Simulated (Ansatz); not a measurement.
# ClFH2O2Sn: the cost of one run

Computed with Ansatz 0.2.0, Gaussian basis. Level: the settings change from run to run.

## Step 1: The relaxed structure

The geometry comes from an earlier relaxation with PBE0-D4 in a triple-zeta def2 set; it is a stationary point, not always the lowest conformer. Sn takes a core potential in def2 sets; no spin-orbit term is included.

7 atoms, charge 0, spin multiplicity 1.

Atoms are counted from 1 here; the program's logs count them from 0.

Bond lengths: O1–Sn2 1.934 Å, O1–H6 0.962 Å, Sn2–O3 1.927 Å, Sn2–F4 1.904 Å, Sn2–Cl5 2.280 Å, O3–H7 0.962 Å. Angles: Sn2–O1–H6 113.0°, O1–Sn2–O3 108.9°, O1–Sn2–F4 106.2°, O1–Sn2–Cl5 115.0°, O3–Sn2–F4 110.9°, O3–Sn2–Cl5 109.2°, F4–Sn2–Cl5 106.6°, Sn2–O3–H7 112.1°.

## Step 2: SPW92/x2c-TZVPPall

Set apart from the defaults: charge +1, multiplicity 2, a grid of angular degree 23, relativity set to scalar, high accuracy.

The input, in.yaml:

```yaml
crystal:
  periodic: [false, false, false]
  atoms:
    - {symbol: O, position_ang: [-1.202677, 0.265379, 1.070612]}
    - {symbol: Sn, position_ang: [0.105744, 0.137051, -0.348133]}
    - {symbol: O, position_ang: [1.749692, -0.555435, 0.380079]}
    - {symbol: F, position_ang: [-0.622708, -1.059628, -1.637026]}
    - {symbol: Cl, position_ang: [0.535284, 2.091059, -1.441585]}
    - {symbol: H, position_ang: [-2.105267, 0.140822, 0.762042]}
    - {symbol: H, position_ang: [1.601332, -1.087250, 1.168311]}
basis:
  gaussian: {orbitals: x2c-TZVPPall, final_grid: {core_spheres: 8, valence_spheres: 7, degree: 23}}
total_charge: 1
magnetization: {spin_polarized: true, initial_magnetization: 1}
hamiltonian: {xc: {name: SPW92}, pseudopotentials: {relativity: scalar}}
accuracy: high
output: {forces: true}
```

Run with:

```sh
$ ansatz run in.yaml --threads 4 --pin off --events-out ev --progress --plain --max-ram 10444MiB
```

Q: Estimate wall time and peak memory on 4 threads of Arm Neoverse V2, shared host.

About 20 s, with a peak of 1.2 GiB.
